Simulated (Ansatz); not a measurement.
A run of Ansatz 0.2.0:

Contents of input.yaml:

```yaml
crystal:
  lattice:
    - [3.85404, 0.14384, 0.09012]
    - [-0.2532, 5.52698, 0.16471]
    - [-0.48197, -1.9272, 5.72025]
  atoms:
    - { symbol: H, position: [0.10913, 0.65718, 0.54463] }
    - { symbol: Pb, position: [0.61029, 0.52127, 0.151] }
    - { symbol: "N", position: [0.9158, 0.96263, 0.95867] }
    - { symbol: O, position: [0.01384, 0.13639, 0.88084] }
    - { symbol: O, position: [0.72398, 0.01057, 0.12858] }
    - { symbol: O, position: [0.00389, 0.73732, 0.87043] }
    - { symbol: O, position: [0.11927, 0.59324, 0.37651] }
kpoints:
  mp_grid: { grid: [5, 4, 4] }
  band_path:
    path: [[0.5, 0.0, 0.0], [0.0, 0.0, 0.0], [0.0, -0.5, 0.0]]
    npoints: 12
scf:
  occupations: { method: fermi_dirac, width: 0.05 }
hamiltonian:
  xc: lda
  pseudopotentials: { kind: all_electron, lapw: { basis_error: 0.002 } }
output:
  forces: true
  stress: true
  eigenvalues: true
```

Potentials or basis: all-electron LAPW, scalar-relativistic.

The run is started by

```sh
$ ansatz run input.yaml --threads 8 --pin off --max-ram 24576MiB --backend cpu --events-out ev --progress --plain --runs-dir out
```

Hardware: 8 threads of Arm Neoverse N1, on a shared host.

How long does it take, and how much memory?

It took 4 min on 8 threads of Arm Neoverse N1, with other jobs on the host, peak memory 6.4 GiB. Counts: scf iterations 12, plane waves 5571, k points 42, bands 57.
